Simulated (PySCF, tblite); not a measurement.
# BH₄S₄−, a cluster model of a defect: infrared bands, NMR shifts, core binding energies and electronic excitations, part 2 of 2

tblite 0.8.0 and PySCF 2.14.0. Atoms count from 0, parts from 1. The steps go on from the part before.

## Step 6: X-ray photoelectron lines: SCAN, X2C

Job settings and geometry (Å):

```
{"job": {"kind": "xps", "holes": 4}, "charge": -1, "multiplicity": 1}
B     -0.001189    -0.007177    -0.015985
S      1.797275    -0.702156    -0.003532
S     -0.864121    -0.064971    -1.738645
S     -1.040980    -1.108337     1.176564
S      0.106703     1.846791     0.503384
H      2.333834     0.211017    -0.845637
H     -0.882228    -1.411895    -1.868243
H     -0.245286    -0.970893     2.262496
H     -1.211870     2.129012     0.389902
```

Method: delta-SCF UKS SCAN, pcX-2 on the ionised atom, pcseg-1 elsewhere, spin-free X2C.

Output:

```text
ground state, core basis on atom 0 (B), 137 functions
  cycle   1  E = -1624.02142080  |g| = 4.49e-01
  cycle   2  E = -1623.97960324  |g| = 5.98e-01
  cycle   3  E = -1624.09581176  |g| = 1.18e-01
  cycle   4  E = -1624.09967178  |g| = 2.86e-02
  cycle   5  E = -1624.09990787  |g| = 5.45e-03
  cycle   6  E = -1624.09991472  |g| = 1.13e-03
  cycle   7  E = -1624.09991481  |g| = 2.92e-04
  E(ground) = -1624.16136612 Eh
hole in B 1s of atom 0
  cycle   1  E = -1616.59442927  |g| = 1.19e+00
  cycle   2  E = -1614.44193885  |g| = 2.38e+00
  cycle   3  E = -1616.98529281  |g| = 3.19e-01
  cycle   4  E = -1617.02945164  |g| = 1.58e-01
  cycle   5  E = -1617.04361748  |g| = 1.31e-02
  cycle   6  E = -1617.04376310  |g| = 5.44e-03
  cycle   7  E = -1617.04380883  |g| = 3.14e-03
  cycle   8  E = -1617.04382528  |g| = 2.36e-03
  cycle   9  E = -1617.04383321  |g| = 7.48e-04
  cycle  10  E = -1617.04383301  |g| = 3.86e-04
  E(ion) = -1617.10887999 Eh   <S^2> = 0.7933   hole on atom = 1.000   binding energy = 191.908 eV
ground state, core basis on atom 1 (S), 148 functions
  cycle   1  E = -1624.25357936  |g| = 4.06e-01
  cycle   2  E = -1624.25327171  |g| = 5.06e-02
  cycle   3  E = -1624.25175760  |g| = 8.43e-02
  cycle   4  E = -1624.25394527  |g| = 8.21e-03
  cycle   5  E = -1624.25395733  |g| = 3.99e-03
  cycle   6  E = -1624.25396063  |g| = 3.82e-04
  E(ground) = -1624.29694807 Eh
hole in S 2p of atom 1
  cycle   1  E = -1617.75261494  |g| = 1.53e+00
  cycle   2  E = -1616.05737675  |g| = 1.85e+00
  cycle   3  E = -1617.83662623  |g| = 6.99e-01
  cycle   4  E = -1618.19143208  |g| = 1.18e-01
  cycle   5  E = -1618.19467455  |g| = 9.52e-02
  cycle   6  E = -1618.19862127  |g| = 4.83e-02
  cycle   7  E = -1618.19994437  |g| = 8.93e-03
  cycle   8  E = -1618.19998944  |g| = 2.97e-03
  cycle   9  E = -1618.19999509  |g| = 1.33e-03
  cycle  10  E = -1618.19999642  |g| = 4.33e-04
  E(ion) = -1618.25054857 Eh   <S^2> = 0.7530   hole on atom = 1.001   binding energy = 164.531 eV
  2p3/2 = 164.273 eV   2p1/2 = 165.521 eV
```

Run time: 21 s. Hardware: 1 thread of Arm Neoverse N1, shared host; peak memory 0.43 GiB.

Binding energies by hole, beside the orbital energy of the ground state; the difference holds orbital relaxation and, for a density functional, its self-interaction error:

| hole | stands for | environment | ΔSCF (eV; 2p as the shell's mean) | −ε (eV) | ⟨S²⟩ |
| --- | --- | --- | --- | --- | --- |
| B1s on B0 | B0 | boron bonded to 4 S | 191.91 | 177.3 | 0.793 |
| S2p on S1 | S1, S2, S3, S4 | sulfur bonded to B, H | 164.69 | 153.2 | 0.753 |

Each hole run stands for the others of its class of like atoms.

With the spin-orbit splitting: S1 2p3/2 164.27, 2p1/2 165.52 eV. The table gives each 2p level as the mean over the whole 2p shell (two parts 2p3/2, one part 2p1/2), which differs a little from the single hole in the log.

## Step 7: Infrared spectrum: PBE0-D3(BJ)/def2-SVP

Same as in step 6 but for these lines:

```diff
@@ -1,2 +1,2 @@
-{"job": {"kind": "xps", "holes": 4}, "charge": -1, "multiplicity": 1}
+{"job": {"kind": "irdft", "xc": "PBE0", "basis": "def2-SVP", "disp": "d3bj", "grid": 2}, "charge": -1, "multiplicity": 1}
 B     -0.001189    -0.007177    -0.015985
```

Level: PBE0-D3(BJ)/def2-SVP harmonic vibrations by differences of gradients, gas phase.

Output:

```text
coarse grid: 10064 points
cycle   1  E = -1618.8988184719  dE =  1.983e-01  |g| = 3.701e-01  |ddm| = 3.143e+00
cycle   2  E = -1618.9206758269  dE = -2.186e-02  |g| = 3.077e-01  |ddm| = 1.236e+00
cycle   3  E = -1618.9487846515  dE = -2.811e-02  |g| = 3.990e-02  |ddm| = 5.120e-01
cycle   4  E = -1618.9490271656  dE = -2.425e-04  |g| = 2.791e-02  |ddm| = 8.518e-02
cycle   5  E = -1618.9492643544  dE = -2.372e-04  |g| = 2.046e-03  |ddm| = 3.406e-02
cycle   6  E = -1618.9492656866  dE = -1.332e-06  |g| = 3.964e-04  |ddm| = 3.440e-03
final grid: 79680 points
cycle   7  E = -1619.0946806963  dE = -1.983e-05  |g| = 7.235e-03  |ddm| = 3.545e-02
cycle   8  E = -1619.0946759068  dE =  4.789e-06  |g| = 8.228e-03  |ddm| = 2.086e-02
cycle   9  E = -1619.0946948601  dE = -1.895e-05  |g| = 1.561e-03  |ddm| = 1.155e-02
cycle  10  E = -1619.0946955996  dE = -7.395e-07  |g| = 7.808e-05  |ddm| = 2.096e-03
cycle  11  E = -1619.0946956017  dE = -2.053e-09  |g| = 2.319e-05  |ddm| = 1.531e-04
cycle  12  E = -1619.0946956018  dE = -1.824e-10  |g| = 3.444e-06  |ddm| = 3.935e-05
converged SCF energy = -1619.0946956018

mode    cm-1     km/mol
  1     124.0      0.01
  2     157.0      0.79
  3     218.4      2.54
  4     218.4      2.55
  5     232.5      3.41
  6     263.8     13.00
  7     264.7     13.36
  8     269.6      0.28
  9     307.6     46.46
 10     380.0      0.00
 11     619.0     62.07
 12     619.2     62.79
 13     683.0     82.26
 14     741.2      0.01
 15     814.4     18.84
 16     875.2     64.47
 17     876.3     63.35
 18    2679.8      0.41
 19    2683.0     43.78
 20    2683.2     43.96
 21    2686.0     52.71
```

It took 8.7 min on 1 thread of Arm Neoverse N1, shared host; peak memory 0.55 GiB.

The strongest bands and the atoms that carry them:

| cm⁻¹ | km/mol | atoms |
| --- | --- | --- |
| 619 | 62.1 | B0 43 %, H6 21 %, H5 21 % |
| 619 | 62.8 | B0 43 %, H7 21 %, H8 21 % |
| 683 | 82.3 | B0 68 % |
| 875 | 64.5 | B0 43 %, H6 25 %, H5 25 % |
| 876 | 63.4 | B0 43 %, H8 25 %, H7 25 % |
| 2686 | 52.7 | H5 34 %, H8 23 %, H7 22 %, H6 18 % |

## Step 8: Excited states and response: B97-2/6-311++G**

Same as in step 7 but for these lines:

```diff
@@ -1,2 +1,2 @@
-{"job": {"kind": "irdft", "xc": "PBE0", "basis": "def2-SVP", "disp": "d3bj", "grid": 2}, "charge": -1, "multiplicity": 1}
+{"job": {"kind": "uv", "xc": "B97-2", "basis": "6-311++G**", "nstates": 3, "ntriplets": 0, "tda": true, "grid": 3}, "charge": -1, "multiplicity": 1}
 B     -0.001189    -0.007177    -0.015985
```

With the program's defaults for keys left out, this is: TDA B97-2/6-311++G**, vertical, gas phase, core orbitals frozen in the response.

Output:

```text
coarse grid: 10064 points
cycle   1  E = -1620.2674894322  dE =  2.030e-01  |g| = 4.219e-01  |ddm| = 3.193e+00
cycle   2  E = -1620.2701604204  dE = -2.671e-03  |g| = 4.575e-01  |ddm| = 1.946e+00
cycle   3  E = -1620.3313893367  dE = -6.123e-02  |g| = 8.063e-02  |ddm| = 1.156e+00
cycle   4  E = -1620.3321305022  dE = -7.412e-04  |g| = 5.908e-02  |ddm| = 2.663e-01
cycle   5  E = -1620.3331314006  dE = -1.001e-03  |g| = 2.177e-03  |ddm| = 1.276e-01
cycle   6  E = -1620.3331323851  dE = -9.845e-07  |g| = 4.665e-04  |ddm| = 1.161e-02
final grid: 128800 points
cycle   7  E = -1620.3449120877  dE = -2.723e-05  |g| = 4.432e-03  |ddm| = 5.081e-02
cycle   8  E = -1620.3449086479  dE =  3.440e-06  |g| = 5.461e-03  |ddm| = 1.338e-02
cycle   9  E = -1620.3449168067  dE = -8.159e-06  |g| = 9.587e-04  |ddm| = 1.072e-02
cycle  10  E = -1620.3449170408  dE = -2.340e-07  |g| = 4.070e-04  |ddm| = 3.510e-03
cycle  11  E = -1620.3449170837  dE = -4.291e-08  |g| = 1.498e-05  |ddm| = 8.356e-04
cycle  12  E = -1620.3449170837  dE = -3.456e-11  |g| = 8.612e-06  |ddm| = 8.583e-05
converged SCF energy = -1620.3449170837

Static polarisability (au): isotropic 110.930, principal 110.434 111.165 111.190

Singlet excitations
state   eV       nm        f      main configurations
  1   4.3892    282.5   0.02731   H->L 0.96
  2   4.3904    282.4   0.02749   H-1->L 0.96
  3   4.8577    255.2   0.06790   H-2->L 0.61, H-1->L+1 0.12, H->L+2 0.12
```

It took 25 s on 1 thread of Arm Neoverse N1, shared host; peak memory 0.78 GiB.

Frontier orbitals and where they lie:

| orbital | eV | atoms |
| --- | --- | --- |
| HOMO−3 | -2.77 | S2 24 %, S3 24 %, S4 24 % |
| HOMO−2 | -2.54 | S1 23 %, S4 22 %, S3 22 % |
| HOMO−1 | -2.06 | S1 28 %, S2 28 %, S4 20 % |
| HOMO | -2.05 | S3 28 %, S4 28 %, S1 20 % |
| LUMO | 3.11 | H7 16 %, H6 16 %, H5 16 % |
| LUMO+1 | 3.71 | H8 23 %, H7 22 %, S4 20 % |
| LUMO+2 | 3.71 | H6 23 %, H5 23 %, S1 20 % |

With each of the 3 states as a Gaussian band of 0.4 eV half-width at 1/e, the curve within the window shown has maxima at 264 nm (ε 3,600) L/(mol cm). Beyond the last state computed it falls off for lack of states. The curve at chosen wavelengths:

nm, ε (L/mol/cm) and a bar:
```
      240       1622 ############
      243       2039 ################
      247       2568 #####################
      250       2910 ########################
      254       3258 ###########################
      257       3430 #############################
      261       3549 ##############################
      264       3569 ##############################
      268       3524 ##############################
      271       3448 #############################
      274       3340 ############################
      278       3154 ##########################
      281       2984 #########################
      285       2720 ######################
      288       2499 ####################
      292       2184 #################
      295       1940 ###############
      298       1699 #############
      302       1390 ##########
      305       1175 ########
      309        920 ######
      312        753 #####
      316        566 ###
      319        450 ##
      323        326 #
      326        252
```

Further results of this job:

| property | computed |
| --- | --- |
| polarisability (Å³) | 16.44 |
| HOMO–LUMO gap (eV) | 5.17 |
| −ε(HOMO) (eV) | 2.05 |

## Step 9: Results

The summary covers parts 1 to 2.

| quantity | value |
| --- | --- |
| strongest single infrared mode (GFN2-xTB) | 2482 cm⁻¹ |
| point group | S4 |
| rotational constants (main isotopes) | 1.55, 1.55, 1.44 GHz |
| ¹H shifts against TMS (PBE0/pcSseg-1, means over atoms taken as alike) | 0.32 ppm |
| ¹¹B shifts against BF3·OEt2 (PBE0/pcSseg-1) | -1.4 ppm |
| ³³S shifts against CS2 (PBE0/pcSseg-1, means over atoms taken as alike) | -117 ppm |
| B1s binding energies, SCAN/pcX-2 | B0 191.91 eV |
| S2p binding energies, SCAN/pcX-2 | S1 164.69 eV |
| strongest single infrared mode (PBE0-D3(BJ)/def2-SVP) | 683 cm⁻¹ |
| lowest singlet (B97-2/6-311++G**) | 4.39 eV (282 nm), f = 0.027 |
| brightest single state of those computed | state 3, 4.86 eV, f = 0.068 |

**Reading.** No mode is imaginary at GFN2-xTB; the softest lies at 123 cm⁻¹. The optimisation took 6 steps and gained 0.092 eV; among the close pairs (by a distance rule), S3–H7 changed most, from 1.313 to 1.353 Å (PBE0/def2-SVP). At PBE0/pcSseg-1: Shielding is most anisotropic at S1, S2, S3, S4 (span 333 ppm, paramagnetic term -443 ppm). No mode is imaginary at PBE0-D3(BJ)/def2-SVP; the softest lies at 124 cm⁻¹. The first singlet state (HOMO→LUMO 0.96) lies at 4.39 eV and is weak; of the 3 states computed, the strongest absorption comes from state 3 at 4.86 eV (the last computed, so partners may be missing). The lowest singlet lies above −ε(HOMO); no detachment energy was computed, so the anion's states may not be bound.
